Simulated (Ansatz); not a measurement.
**CH5BFN: up Jacob's ladder to CCSD(T)**

One table from this session's results is given with a row withheld; the runs are named, their logs left out.

The runs use Ansatz 0.2.0, Gaussian basis; functionals in def2-TZVPP, the program's frozen cores in correlated methods.

Levels to be run: LDA (SPW92), PBE-D4, revPBE-D4, BLYP-D4, r2SCAN-D4, B97M-V, PBE0-D4, B3LYP-D4, r2SCANh-D4, r2SCAN0-D4, HSE06-D4, BHLYP-D4, CAM-B3LYP-D4, LC-ωPBE, ωB97X-V, ωB97M-V, B2PLYP, PBE-QIDH; CCSD(T)/def2-SVP; CCSD(T)/def2-TZVPP; MP2/def2-QZVPP; extrapolation to the limit; RPA on PBE.

## The relaxed structure

The geometry comes from an earlier relaxation with PBE0-D4 in a triple-zeta def2 set; it is a stationary point, not always the lowest conformer.

SMILES `CB(N)F`, 9 atoms, charge 0, spin multiplicity 1.

Atoms are counted from 1 here; the program's logs count them from 0.

Bond lengths: C1–B2 1.566 Å, C1–H5 1.094 Å, C1–H6 1.091 Å, C1–H7 1.094 Å, B2–N3 1.396 Å, B2–F4 1.347 Å, N3–H8 1.006 Å, N3–H9 1.003 Å. Angles: B2–C1–H5 110.2°, B2–C1–H6 113.8°, B2–C1–H7 110.2°, H5–C1–H6 108.1°, H5–C1–H7 106.2°, H6–C1–H7 108.1°, C1–B2–N3 124.5°, C1–B2–F4 118.6°, N3–B2–F4 116.9°, B2–N3–H8 122.4°, B2–N3–H9 123.0°, H8–N3–H9 114.6°.

Set-up of the first run:

Contents of in.yaml:

```yaml
crystal:
  periodic: [false, false, false]
  atoms:
    - {symbol: C, position_ang: [-0.428412, 0.964700, -0.538980]}
    - {symbol: B, position_ang: [0.098211, -0.482266, -0.251414]}
    - {symbol: N, position_ang: [0.546175, -0.928062, 0.993805]}
    - {symbol: F, position_ang: [0.128524, -1.370898, -1.263783]}
    - {symbol: H, position_ang: [0.176615, 1.438372, -1.318136]}
    - {symbol: H, position_ang: [-0.424046, 1.616293, 0.336622]}
    - {symbol: H, position_ang: [-1.450389, 0.924323, -0.927963]}
    - {symbol: H, position_ang: [0.878707, -1.865227, 1.143736]}
    - {symbol: H, position_ang: [0.563114, -0.343534, 1.809012]}
basis:
  gaussian: {orbitals: def2-TZVPP}
hamiltonian: {xc: lda}
output: {orbitals: {seedname: orbitals}}
```

Among the steps run: LDA; PBE-D4 (GGA); revPBE-D4 (GGA); BLYP-D4 (GGA); r2SCAN-D4 (meta-GGA); B97M-V (meta-GGA); PBE0-D4 (hybrid); B3LYP-D4 (hybrid); r2SCANh-D4 (hybrid); r2SCAN0-D4 (hybrid); HSE06-D4 (hybrid); BHLYP-D4 (hybrid); CAM-B3LYP-D4 (range-separated); LC-ωPBE-D4 (range-separated; the results give it without D4); ωB97X-V (range-separated); ωB97M-V (range-separated); B2PLYP (double hybrid); PBE-QIDH (double hybrid).

One table of the session follows, with a row left open; its other results are not shown here.

It belongs to the step «Frontier levels by functional». 

| functional | HOMO (eV) | LUMO (eV) | gap (eV) |
| --- | --- | --- | --- |
| LDA (SPW92) | -7.00 | -0.05 | 6.95 |
| PBE-D4 | -6.82 | 0.03 | 6.85 |
| revPBE-D4 | -6.75 | 0.07 | 6.82 |
| BLYP-D4 | -6.70 | -0.02 | 6.68 |
| r2SCAN-D4 | -7.11 | 0.85 | 7.97 |
| B97M-V | -7.17 | 0.22 | 7.39 |
| PBE0-D4 | -8.28 | 0.79 | 9.07 |
| B3LYP-D4 | -8.04 | 0.43 | 8.47 |
| r2SCANh-D4 | -7.67 | 1.05 | 8.72 |
| r2SCAN0-D4 | -8.50 | 1.33 | 9.83 |
| HSE06-D4 | -7.87 | 0.43 | 8.31 |
| BHLYP-D4 | -9.66 | 1.29 | 10.95 |
| CAM-B3LYP-D4 | ? | ? | ? |
| LC-ωPBE | -11.19 | 2.74 | 13.93 |
| ωB97X-V | -10.78 | 2.54 | 13.32 |
| ωB97M-V | -10.69 | 2.02 | 12.71 |

Estimate the missing values for CAM-B3LYP-D4.

As computed: HOMO (eV): -9.76; LUMO (eV): 1.46; gap (eV): 11.22. In the column «HOMO (eV)» it lies between ωB97M-V (-10.69) and BHLYP-D4 (-9.66).
